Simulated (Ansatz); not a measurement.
Co, space group P6_3/mmc, a band structure

Computed with the Python package of Ansatz (0.2.0).

The script reads `co.vasp`:
```text
Co
1.0
   2.47056178    0.00000000    0.00000000
  -1.23528089    2.13956926    0.00000000
   0.00000000    0.00000000    8.08823380
Co
4
Direct
   0.00000000    0.00000000    0.00000000
   0.33333333    0.66666667    0.25000000
   0.00000000    0.00000000    0.50000000
   0.66666667    0.33333333    0.75000000
```

Typed at the interpreter:
```pycon
>>> from collections import Counter
>>> import warnings
>>> import ansatz as az
>>> from ase.io import read
>>> import numpy as np
>>> warnings.simplefilter("ignore", az.DeckWarning)
>>> atoms = read("co.vasp", format="vasp")
>>> xtal = az.Crystal.from_ase(atoms).moments(Co=2.5)
>>> # high-symmetry points in fractions of the reciprocal vectors
>>> path = [
...     ("G", (0.0, 0.0, 0.0)),
...     ("M", (0.5, 0.0, 0.0)),
...     ("K", (0.33333, 0.33333, 0.0)),
...     ("G", (0.0, 0.0, 0.0)),
...     ("A", (0.0, 0.0, 0.5)),
... ]
>>> setup = xtal.calculation()
>>> setup = setup.functional("pbesol")
>>> setup = setup.pseudopotentials("paw")
>>> setup = setup.basis(450).kpoints(11, 11, 3)
>>> setup = setup.occupations(az.OccupationsMethod.FERMI_DIRAC)
>>> setup = setup.spin(az.SpinTreatment.COLLINEAR)
>>> setup = setup.band_structure([point for _, point in path], intervals=6)
>>> setup = setup.scf(extra_bands=8).density_of_states(energy_step=0.05, method="smearing", broadening_width=0.15, projected=True)
>>> out = setup.run(threads=1)
>>> rep = out.report
>>> rep["free_energy_ev"]
-20371.978986338487
>>> print(f"free energy      {rep['free_energy_ev']:.5f} eV")
free energy      -20371.97899 eV
>>> print(f"per atom         {rep['free_energy_ev'] / len(out.lattice.sites):.5f} eV")
per atom         -5092.99475 eV
>>> print(f"SCF iterations   {rep['n_iterations']}  (converged: {rep['converged']})")
SCF iterations   13  (converged: True)
>>> told = Counter((n["data"]["severity"], n["data"]["kind"]) for n in out.notices if n["event"] == "notice")
>>> for (severity, kind), count in sorted(told.items()):
...     print(f"{severity:8s} {kind} x{count}")
...
audit    band_cg_iterations x1
audit    bands_taken_in x1
audit    preconditioner_resolved x1
>>> # first and second moments of the projected d states
>>> dos = out.density_of_states()
>>> energy = np.asarray(dos.energies_ev) - dos.fermi_ev
>>> window = (energy > -12) & (energy < 3)
>>> for index, site in enumerate(out.projected_density_of_states().sites):
...     for shell in site.shells:
...         if shell.l == 2:
...             g = sum(np.sum(part.g_bin_mean_per_ev, axis=0) for part in shell.curves)[window]
...             if g.sum() > 1e-6:
...                 centre = (g * energy[window]).sum() / g.sum()
...                 width = np.sqrt((g * (energy[window] - centre) ** 2).sum() / g.sum())
...                 print(f"site {index} {site.species} {shell.label}: centre {centre:.3f} eV, rms width {width:.3f} eV")
...
site 0 Co 3D: centre -1.646 eV, rms width 1.777 eV
site 1 Co 3D: centre -1.661 eV, rms width 1.776 eV
site 2 Co 3D: centre -1.646 eV, rms width 1.777 eV
site 3 Co 3D: centre -1.661 eV, rms width 1.776 eV
>>> bands = out.band_structure()
>>> fermi = bands.fermi_energy_ev
>>> print(f"zero of the bands: {fermi:.3f} eV, the Fermi level found on the SCF mesh")
zero of the bands: 18.922 eV, the Fermi level found on the SCF mesh
>>> for spin, channel in enumerate(bands.channels):
...     levels = channel.eigenvalues_ev - fermi
...     crossing = [b for b in range(levels.shape[1]) if levels[:, b].min() < 0 < levels[:, b].max()]
...     print(f"channel {spin}: bands that cross the Fermi level on this path:", [b + 1 for b in crossing] or "none")
...     shown = crossing or sorted(np.argsort(np.abs(levels).min(axis=0))[:2])
...     for k, row in zip(bands.kpoints_frac, levels[:, shown]):
...         print(f"{k[0]:7.3f} {k[1]:7.3f} {k[2]:7.3f}  ", " ".join(f"{e:8.3f}" for e in row))
...
channel 0: bands that cross the Fermi level on this path: [37, 38, 39, 40]
  0.000   0.000   0.000     -1.143   -0.740   -0.740   -0.456
  0.083   0.000   0.000     -1.156   -1.057   -0.725    0.799
  0.167   0.000   0.000     -0.916   -0.812   -0.688    2.405
  0.250   0.000   0.000     -0.646   -0.527   -0.461    4.197
  0.333   0.000   0.000     -0.605   -0.094    0.014    6.116
  0.417  -0.000   0.000     -0.327    0.613    0.999    5.073
  0.500   0.000   0.000      0.137    1.239    2.440    3.043
  0.472   0.056   0.000      0.589    1.587    2.551    3.162
  0.444   0.111   0.000      1.341    2.333    2.856    3.499
  0.417   0.167   0.000      2.167    3.236    3.300    4.008
  0.389   0.222   0.000      3.034    3.838    4.233    4.642
  0.361   0.278   0.000      3.930    4.446    5.300    5.313
  0.333   0.333   0.000      4.834    4.835    5.329    5.690
  0.278   0.278   0.000      2.169    3.602    3.736    6.843
  0.222   0.222   0.000      0.276    1.262    1.367    7.501
  0.167   0.167   0.000     -0.790   -0.157   -0.005    5.124
  0.111   0.111   0.000     -1.012   -0.709   -0.529    2.948
  0.056   0.056   0.000     -1.159   -1.029   -0.712    1.034
  0.000   0.000   0.000     -1.143   -0.740   -0.740   -0.456
  0.000   0.000   0.083     -1.133   -0.745   -0.745   -0.529
  0.000   0.000   0.167     -1.106   -0.761   -0.761   -0.733
  0.000   0.000   0.250     -1.066   -1.030   -0.788   -0.788
  0.000   0.000   0.333     -1.018   -1.018   -0.823   -0.823
  0.000   0.000   0.417     -0.966   -0.966   -0.866   -0.866
  0.000   0.000   0.500     -0.915   -0.915   -0.915   -0.915
channel 1: bands that cross the Fermi level on this path: [30, 31, 32, 33, 34]
  0.000   0.000   0.000     -0.833   -0.833   -0.435    0.030    0.030
  0.083   0.000   0.000     -0.801   -0.767   -0.719   -0.083   -0.080
  0.167   0.000   0.000     -0.596   -0.423   -0.397   -0.335   -0.268
  0.250   0.000   0.000     -0.380   -0.240   -0.149    0.066    0.096
  0.333   0.000   0.000     -0.164   -0.110    0.546    0.591    0.672
  0.417  -0.000   0.000     -0.085    0.456    1.021    1.110    1.144
  0.500   0.000   0.000      0.436    1.199    1.214    1.226    1.261
  0.472   0.056   0.000      0.270    0.642    1.181    1.182    1.221
  0.444   0.111   0.000     -0.008    0.172    1.035    1.066    1.109
  0.417   0.167   0.000      0.043    0.073    0.894    0.901    0.977
  0.389   0.222   0.000     -0.082    0.155    0.720    0.799    0.906
  0.361   0.278   0.000     -0.240    0.291    0.551    0.778    0.885
  0.333   0.333   0.000     -0.343    0.420    0.420    0.839    0.898
  0.278   0.278   0.000     -0.365    0.306    0.501    0.504    1.023
  0.222   0.222   0.000     -0.430    0.090    0.347    0.505    1.071
  0.167   0.167   0.000     -0.394   -0.304    0.328    0.429    0.486
  0.111   0.111   0.000     -0.624   -0.496   -0.221   -0.213   -0.096
  0.056   0.056   0.000     -0.816   -0.719   -0.677   -0.132   -0.080
  0.000   0.000   0.000     -0.833   -0.833   -0.435    0.030    0.030
  0.000   0.000   0.083     -0.839   -0.839   -0.482    0.037    0.037
  0.000   0.000   0.167     -0.857   -0.857   -0.615    0.058    0.058
  0.000   0.000   0.250     -0.885   -0.885   -0.807    0.090    0.090
  0.000   0.000   0.333     -0.960   -0.918   -0.918    0.129    0.129
  0.000   0.000   0.417     -0.978   -0.951   -0.951    0.173    0.173
  0.000   0.000   0.500     -0.976   -0.976   -0.976    0.217    0.217
```

Notes:
- Total energies depend on the potentials; only differences at equal settings carry meaning.
- Other magnetic orders than the one started from may lie lower.
- The mesh is modest for a metal, so energies can be off by several to tens of meV an atom and pressures by half a GPa or more; differences at equal mesh fare better.
- Projections exist only for the shells that the potentials hold, some of them semicore, and samples at single energies can miss narrow peaks.
- Gaps and levels are Kohn-Sham values on a finite set of k-points.
- The computed bands are complete only to about 7.1 eV above the Fermi level; beyond that the density of states is undercounted.
- A band centre counts only the states inside the window taken.
- The script silences the warnings on its input, which a real study should read.
- Wall time of the script: 16 s on 1 thread of Arm Neoverse V2 (shared host), peak memory 0.55 GiB.
